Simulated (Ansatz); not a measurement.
# AlCl3H3N: two geometries relaxed, part 2 of 2

Are the two ends of the reaction (exchange4) separate minima, and which lies lower? Each is relaxed from a guess. Meant to form: Al1–Cl6, H5–N2; to break: Al1–N2, H5–Cl6. The start is a guess near the saddle point, from which both ends are pulled out.

Ansatz 0.2.0; RKS B3LYP/cc-pVDZ. Earlier steps stand in the parts before.

**4. Pulling towards end B**

Springs on the bonds that form and break draw the guess towards this end; the thresholds are loose.

input.yaml reads:

```yaml
crystal:
  periodic: [false, false, false]
  atoms:
    - { symbol: Al, position_ang: [-0.9026, 0.4974, -0.5775] }
    - { symbol: "N", position_ang: [0.4518, -0.9452, 0.4702] }
    - { symbol: Cl, position_ang: [-0.8263, 0.1396, -2.5598] }
    - { symbol: Cl, position_ang: [-2.358, 1.033, 0.7113] }
    - { symbol: H, position_ang: [1.1087, 0.2169, 0.4939] }
    - { symbol: Cl, position_ang: [1.1906, 1.9135, 0.0465] }
    - { symbol: H, position_ang: [0.3038, -1.2371, 1.4258] }
    - { symbol: H, position_ang: [1.0321, -1.6179, -0.0103] }
basis:
  gaussian: { orbitals: cc-pVDZ }
hamiltonian:
  xc: b3lyp
relax:
  f_tol: 0.15
  max_steps: 25
  restrain:
    - { distance: [0, 5], at: 2.23, k: 30.0 }
    - { distance: [4, 1], at: 1.02, k: 30.0 }
    - { distance: [0, 1], at: 3.22, k: 30.0 }
    - { distance: [4, 5], at: 2.63, k: 30.0 }
```

Run with:

```bash
$ ansatz run input.yaml --threads 2 --pin off --max-ram 3072MiB --backend cpu --events-out ev --progress --plain --runs-dir out
```

Standard output:

```text
Warning: RAYON_NUM_THREADS=2 ignored (pool sized by the plan → 2); use --threads N
The last accepted step is kept in <dir> (removed where the run ends without a failure and the disk answers)
Engine: ansatz 0.2.0, x86_64-unknown-linux-gnu
Functional definition: B3LYP
  parameter a0 = 0.2
  parameter ax = 0.72
  parameter ac = 0.81
  exchange = (1 - a0 - ax)*slater_x + ax*b88_x + a0*exact_x
  correlation = (1 - ac)*vwn_rpa_c + ac*lyp_c
1132 factors; integrals over basis functions are off by at most 2.8e-4 eV
mean field evaluation 1: about -45705.4763 eV, gradient 5.1e1 eV
mean field evaluation 2: about -45696.6523 eV, gradient 7.7e1 eV
mean field evaluation 4: about -45710.9137 eV, gradient 3.0e0 eV
mean field evaluation 8: about -45710.9552 eV, gradient 4.8e-2 eV
mean field -45710.95519885 eV, -1679.8466195596 hartree, gradient 1.9e-5 eV, S^2 0.000000; 0 other end points of the search recorded, 0 dependent functions left out
the calculation of the forces begins
reference -45710.95546232 eV, -1679.8466292419 hartree; 37, 37 occupied and 64, 64 virtual orbitals, 1132 factors
relax step   1: F+E_penalty+E_count = -45710.95519885 eV  Δ(F+E_penalty+E_count) = +0.000e0 eV  max|allowed force component| = 4.259e0 eV/Å  E_restraint = 29.45763363 eV  max|allowed force component, restraints' pulls added| = 3.620e1 eV/Å  Δτ_max = 0.0000 Å  (25 SCF iters, accepted)
  distance Al 0 - Cl 5 = 2.6031 Å
  distance H 4 - N 1 = 1.3351 Å
  distance Al 0 - N 1 = 2.2390 Å
  distance H 4 - Cl 5 = 1.7565 Å
these checks for a lower state are left out or cut short: starts, cluster_reference, orbital_swaps, neighbouring_geometries, increment
1132 factors; integrals over basis functions are off by at most 3.1e-4 eV
mean field evaluation 16: about -45710.4934 eV, gradient 1.2e1 eV
mean field -45711.23313706 eV, -1679.8568336001 hartree, gradient 8.2e-6 eV, S^2 0.000000; 0 other end points of the search recorded, 0 dependent functions left out
the calculation of the forces begins
reference -45711.23340106 eV, -1679.8568433020 hartree; 37, 37 occupied and 64, 64 virtual orbitals, 1132 factors
relax step   2: F+E_penalty+E_count = -45711.23313706 eV  Δ(F+E_penalty+E_count) = -2.779e-1 eV  max|allowed force component| = 5.886e0 eV/Å  E_restraint = 13.69775613 eV  max|allowed force component, restraints' pulls added| = 2.281e1 eV/Å  Δτ_max = 0.1949 Å  (33 SCF iters, accepted)
  distance Al 0 - Cl 5 = 2.5125 Å
  distance H 4 - N 1 = 1.1505 Å
  distance Al 0 - N 1 = 2.5148 Å
  distance H 4 - Cl 5 = 2.0652 Å
these checks for a lower state are left out or cut short: starts, cluster_reference, orbital_swaps, neighbouring_geometries, increment
1132 factors; integrals over basis functions are off by at most 3.7e-4 eV
mean field -45711.42218202 eV, -1679.8637808744 hartree, gradient 9.9e-6 eV, S^2 0.000000; 0 other end points of the search recorded, 0 dependent functions left out
the calculation of the forces begins
reference -45711.42244861 eV, -1679.8637906714 hartree; 37, 37 occupied and 64, 64 virtual orbitals, 1132 factors
relax step   3: F+E_penalty+E_count = -45711.42218202 eV  Δ(F+E_penalty+E_count) = -1.890e-1 eV  max|allowed force component| = 3.230e0 eV/Å  E_restraint = 4.45210855 eV  max|allowed force component, restraints' pulls added| = 1.189e1 eV/Å  Δτ_max = 0.1949 Å  (28 SCF iters, accepted)
  distance Al 0 - Cl 5 = 2.3851 Å
  distance H 4 - N 1 = 1.0031 Å
  distance Al 0 - N 1 = 2.7818 Å
  distance H 4 - Cl 5 = 2.3463 Å
these checks for a lower state are left out or cut short: starts, cluster_reference, orbital_swaps, neighbouring_geometries, increment
1132 factors; integrals over basis functions are off by at most 3.6e-4 eV
mean field evaluation 32: about -45711.4285 eV, gradient 2.2e-1 eV
mean field -45711.45008246 eV, -1679.8648061965 hartree, gradient 1.8e-5 eV, S^2 0.000000; 0 other end points of the search recorded, 0 dependent functions left out
the calculation of the forces begins
reference -45711.45035266 eV, -1679.8648161264 hartree; 37, 37 occupied and 64, 64 virtual orbitals, 1132 factors
relax step   4: F+E_penalty+E_count = -45711.45008246 eV  Δ(F+E_penalty+E_count) = -2.790e-2 eV  max|allowed force component| = 2.030e0 eV/Å  E_restraint = 0.57063288 eV  max|allowed force component, restraints' pulls added| = 3.979e0 eV/Å  Δτ_max = 0.1904 Å  (27 SCF iters, accepted)
  distance Al 0 - Cl 5 = 2.2513 Å
  distance H 4 - N 1 = 0.9989 Å
  distance Al 0 - N 1 = 3.0457 Å
  distance H 4 - Cl 5 = 2.5479 Å
these checks for a lower state are left out or cut short: starts, cluster_reference, orbital_swaps, neighbouring_geometries, increment
1132 factors; integrals over basis functions are off by at most 3.3e-4 eV
mean field -45711.54962903 eV, -1679.8684644657 hartree, gradient 1.7e-5 eV, S^2 0.000000; 0 other end points of the search recorded, 0 dependent functions left out
the calculation of the forces begins
reference -45711.54990549 eV, -1679.8684746253 hartree; 37, 37 occupied and 64, 64 virtual orbitals, 1132 factors
relax step   5: F+E_penalty+E_count = -45711.54962903 eV  Δ(F+E_penalty+E_count) = -9.955e-2 eV  max|allowed force component| = 1.689e0 eV/Å  E_restraint = 0.05735086 eV  max|allowed force component, restraints' pulls added| = 1.264e0 eV/Å  Δτ_max = 0.1941 Å  (27 SCF iters, accepted)
  distance Al 0 - Cl 5 = 2.1980 Å
  distance H 4 - N 1 = 1.0386 Å
  distance Al 0 - N 1 = 3.1781 Å
  distance H 4 - Cl 5 = 2.6563 Å
these checks for a lower state are left out or cut short: starts, cluster_reference, orbital_swaps, neighbouring_geometries, increment
1132 factors; integrals over basis functions are off by at most 3.2e-4 eV
mean field -45711.77445345 eV, -1679.8767266108 hartree, gradient 7.9e-6 eV, S^2 0.000000; 0 other end points of the search recorded, 0 dependent functions left out
the calculation of the forces begins
reference -45711.77473441 eV, -1679.8767369357 hartree; 37, 37 occupied and 64, 64 virtual orbitals, 1132 factors
relax step   6: F+E_penalty+E_count = -45711.77445345 eV  Δ(F+E_penalty+E_count) = -2.248e-1 eV  max|allowed force component| = 1.242e0 eV/Å  E_restraint = 0.04013897 eV  max|allowed force component, restraints' pulls added| = 8.376e-1 eV/Å  Δτ_max = 0.2000 Å  (27 SCF iters, accepted)
  distance Al 0 - Cl 5 = 2.1979 Å
  distance H 4 - N 1 = 1.0323 Å
  distance Al 0 - N 1 = 3.1872 Å
  distance H 4 - Cl 5 = 2.6504 Å
these checks for a lower state are left out or cut short: starts, cluster_reference, orbital_swaps, neighbouring_geometries, increment
1133 factors; integrals over basis functions are off by at most 3.0e-4 eV
mean field -45711.78993146 eV, -1679.8772954170 hartree, gradient 2.1e-5 eV, S^2 0.000000; 0 other end points of the search recorded, 0 dependent functions left out
the calculation of the forces begins
reference -45711.79021526 eV, -1679.8773058467 hartree; 37, 37 occupied and 64, 64 virtual orbitals, 1133 factors
relax step   7: F+E_penalty+E_count = -45711.78993146 eV  Δ(F+E_penalty+E_count) = -1.548e-2 eV  max|allowed force component| = 1.355e0 eV/Å  E_restraint = 0.02814825 eV  max|allowed force component, restraints' pulls added| = 3.973e-1 eV/Å  Δτ_max = 0.2000 Å  (26 SCF iters, accepted)
  distance Al 0 - Cl 5 = 2.2005 Å
  distance H 4 - N 1 = 1.0282 Å
  distance Al 0 - N 1 = 3.1924 Å
  distance H 4 - Cl 5 = 2.6433 Å
these checks for a lower state are left out or cut short: starts, cluster_reference, orbital_swaps, neighbouring_geometries, increment
1132 factors; integrals over basis functions are off by at most 3.1e-4 eV
mean field evaluation 64: about -45711.7533 eV, gradient 1.4e-5 eV
mean field -45711.75332454 eV, -1679.8759501376 hartree, gradient 1.4e-5 eV, S^2 0.000000; 0 other end points of the search recorded, 0 dependent functions left out
the calculation of the forces begins
reference -45711.75361236 eV, -1679.8759607148 hartree; 37, 37 occupied and 64, 64 virtual orbitals, 1132 factors
relax step   8: F+E_penalty+E_count = -45711.75332454 eV  Δ(F+E_penalty+E_count) = +3.661e-2 eV  max|allowed force component| = 1.065e0 eV/Å  E_restraint = 0.02071044 eV  max|allowed force component, restraints' pulls added| = 1.013e0 eV/Å  Δτ_max = 0.1818 Å  (27 SCF iters, rejected (line search))
  distance Al 0 - Cl 5 = 2.2072 Å
  distance H 4 - N 1 = 1.0316 Å
  distance Al 0 - N 1 = 3.1947 Å
  distance H 4 - Cl 5 = 2.6207 Å
these checks for a lower state are left out or cut short: starts, cluster_reference, orbital_swaps, neighbouring_geometries, increment
1132 factors; integrals over basis functions are off by at most 3.0e-4 eV
mean field -45711.81534970 eV, -1679.8782295200 hartree, gradient 8.5e-6 eV, S^2 0.000000; 0 other end points of the search recorded, 0 dependent functions left out
the calculation of the forces begins
reference -45711.81563425 eV, -1679.8782399772 hartree; 37, 37 occupied and 64, 64 virtual orbitals, 1132 factors
relax step   9: F+E_penalty+E_count = -45711.81534970 eV  Δ(F+E_penalty+E_count) = -2.542e-2 eV  max|allowed force component| = 1.186e0 eV/Å  E_restraint = 0.02396801 eV  max|allowed force component, restraints' pulls added| = 7.328e-2 eV/Å  Δτ_max = 0.0909 Å  (27 SCF iters, accepted)
  distance Al 0 - Cl 5 = 2.1997 Å
  distance H 4 - N 1 = 1.0233 Å
  distance Al 0 - N 1 = 3.1958 Å
  distance H 4 - Cl 5 = 2.6391 Å
1132 factors; integrals over basis functions are off by at most 3.0e-4 eV
mean field -45711.81534970 eV, -1679.8782295200 hartree, gradient 8.5e-6 eV, S^2 0.000000; 1 other end points of the search recorded, 0 dependent functions left out
the calculation of the forces begins
reference -45711.81563425 eV, -1679.8782399772 hartree; 37, 37 occupied and 64, 64 virtual orbitals, 1132 factors
Total energy: -45711.81563425 eV, -1679.8782399772 hartree
Atom 0 at    -0.995032     1.105922    -0.784947 Å, force     1.186277    -0.089154     0.595656 eV/Å
Atom 1 at     0.754784    -1.134914     0.674557 Å, force    -0.453611     0.423180    -0.311608 eV/Å
Atom 2 at    -1.151013     0.385022    -2.762161 Å, force    -0.016138    -0.007333    -0.007315 eV/Å
Atom 3 at    -2.683395     1.261615     0.471650 Å, force    -0.020155    -0.005897    -0.006754 eV/Å
Atom 4 at     1.390408    -0.339364     0.775539 Å, force     0.078793    -0.164183     0.083359 eV/Å
Atom 5 at     0.877292     2.075309    -0.157825 Å, force    -0.801108    -0.164829    -0.339700 eV/Å
Atom 6 at     0.548991    -1.485525     1.613086 Å, force     0.042599    -0.005374    -0.073282 eV/Å
Atom 7 at     1.258065    -1.867865     0.170201 Å, force    -0.016659     0.013590     0.059645 eV/Å
Dipole moment:     0.321170    -0.429556     0.272896 e Å
```

Wall time 19 s (2 threads of Intel Xeon 6975P-C (Granite Rapids), shared host); peak memory 0.28 GiB.

The steps of the relaxation:

```csv
step,energy from step 1 (eV),largest force component (eV/Å)
1,0.0000,4.2595
2,-0.2779,5.8863
3,-0.4670,3.2299
4,-0.4949,2.0303
5,-0.5944,1.6892
6,-0.8193,1.2420
7,-0.8347,1.3551
8x,-0.7981,1.0653
9,-0.8602,1.1863
```

Step 1 is the start. 1 step was tried and not accepted (marked x). Energies and forces in the table leave out the springs, which the log lists apart; the run stops on the force with the springs' pull added.

After: Bond lengths: Al1–Cl3 2.110 Å, Al1–Cl4 2.110 Å, N2–H5 1.023 Å, Al1–Cl6 2.200 Å, N2–H7 1.023 Å, N2–H8 1.022 Å. Angles: Cl3–Al1–Cl4 121.6°, Cl3–Al1–Cl6 118.7°, Cl4–Al1–Cl6 118.6°, H5–N2–H7 107.5°, H5–N2–H8 107.5°, H7–N2–H8 107.8°.

Pairs that crossed the distance rule for bonds on the way: came closer N2–H5; moved apart Al1–N2.

**5. Relaxing end B**

It starts where the restrained run ended.

input.yaml reads:

```yaml
crystal:
  periodic: [false, false, false]
  atoms:
    - { symbol: Al, position_ang: [-0.995032, 1.105922, -0.784947] }
    - { symbol: "N", position_ang: [0.754784, -1.134914, 0.674557] }
    - { symbol: Cl, position_ang: [-1.151013, 0.385022, -2.762161] }
    - { symbol: Cl, position_ang: [-2.683395, 1.261615, 0.47165] }
    - { symbol: H, position_ang: [1.390408, -0.339364, 0.775539] }
    - { symbol: Cl, position_ang: [0.877292, 2.075309, -0.157825] }
    - { symbol: H, position_ang: [0.548991, -1.485525, 1.613086] }
    - { symbol: H, position_ang: [1.258065, -1.867865, 0.170201] }
basis:
  gaussian: { orbitals: cc-pVDZ }
hamiltonian:
  xc: b3lyp
relax:
  f_tol: 0.03
  max_steps: 50
output:
  orbitals: {}
```

Run with:

```bash
$ ansatz run input.yaml --threads 2 --pin off --max-ram 3072MiB --backend cpu --events-out ev --progress --plain --runs-dir out
```

Standard output (excerpt; [...] marks lines left out):

```text
Warning: RAYON_NUM_THREADS=2 ignored (pool sized by the plan → 2); use --threads N
[...]
[... 1 set-up line as earlier in the session ...]
[...]
1131 factors; integrals over basis functions are off by at most 2.3e-4 eV
[...]
mean field -45711.81534387 eV, -1679.8782293058 hartree, gradient 2.7e-5 eV, S^2 0.000000; 0 other end points of the search recorded, 0 dependent functions left out
[...]
reference -45711.81562924 eV, -1679.8782397932 hartree; 37, 37 occupied and 64, 64 virtual orbitals, 1131 factors
relax step   1: F+E_penalty+E_count = -45711.81534387 eV  Δ(F+E_penalty+E_count) = +0.000e0 eV  max|allowed force component| = 1.186e0 eV/Å  Δτ_max = 0.0000 Å  (25 SCF iters, accepted)
[...]
relax step   7: F+E_penalty+E_count = -45713.08645970 eV  Δ(F+E_penalty+E_count) = -2.283e-2 eV  max|allowed force component| = 1.675e-1 eV/Å  Δτ_max = 0.0767 Å  (27 SCF iters, accepted)
[...]
reference -45713.09070136 eV, -1679.9250978291 hartree; 37, 37 occupied and 64, 64 virtual orbitals, 1131 factors
Total energy: -45713.09070136 eV, -1679.9250978291 hartree
Atom 0 at    -0.514898     0.745121    -0.451885 Å, force     0.002697    -0.002359     0.002380 eV/Å
Atom 1 at     0.525039    -0.762867     0.461577 Å, force     0.007501    -0.014818     0.007433 eV/Å
Atom 2 at    -0.753093    -0.062722    -2.429934 Å, force     0.002504    -0.003195    -0.002138 eV/Å
Atom 3 at    -2.280988     0.822735     0.771662 Å, force    -0.000381    -0.001479     0.004092 eV/Å
Atom 4 at     1.426306    -0.428987     0.818441 Å, force     0.006039     0.010665     0.000067 eV/Å
Atom 5 at     0.874894     2.372110    -0.238500 Å, force     0.000685     0.003494    -0.000776 eV/Å
Atom 6 at     0.005242    -1.151552     1.255189 Å, force    -0.014325     0.006197     0.004060 eV/Å
Atom 7 at     0.717597    -1.533639    -0.186449 Å, force    -0.004720     0.001495    -0.015118 eV/Å
Dipole moment:     0.687854    -0.999367     0.604643 e Å
```

Wall time 17 s (2 threads of Intel Xeon 6975P-C (Granite Rapids), shared host); peak memory 0.28 GiB.

Step by step:

```csv
step,energy from step 1 (eV),largest force component (eV/Å)
1,0.0000,1.1862
2,-0.2968,0.8120
3,-0.6618,0.7487
4,-0.9752,0.3393
5,-1.1260,1.3163
6,-1.2483,0.4656
7,-1.2711,0.1675
8,-1.2751,0.0151
```

Step 1 is the start.

After: Bond lengths: Al1–N2 2.047 Å, Al1–Cl3 2.150 Å, Al1–Cl4 2.150 Å, N2–H5 1.025 Å, Al1–Cl6 2.150 Å, N2–H7 1.025 Å, N2–H8 1.025 Å. Angles: Al1–N2–H5 111.2°, Al1–N2–H7 111.5°, Al1–N2–H8 111.5°, H5–N2–H7 107.4°, H5–N2–H8 107.4°, H7–N2–H8 107.4°, N2–Al1–Cl3 101.0°, N2–Al1–Cl4 101.0°, N2–Al1–Cl6 100.6°, Cl3–Al1–Cl4 116.5°, Cl3–Al1–Cl6 116.6°, Cl4–Al1–Cl6 116.6°.

Pairs that crossed the distance rule for bonds on the way: came closer Al1–N2.

**6. Summary of results**

This closing draws on all 2 parts.

```
                           quantity                     value
                              end A  12 moves, 2.158 eV lower
                              end B   7 moves, 1.275 eV lower
largest difference between the ends                    0.01 Å
            end B relative to end A                 +0.000 eV
```

In words: Both starts fell into the same minimum (no atom differs by more than 0.01 Å), so from this start no second minimum was found and no band was run; another arrangement could still be one.
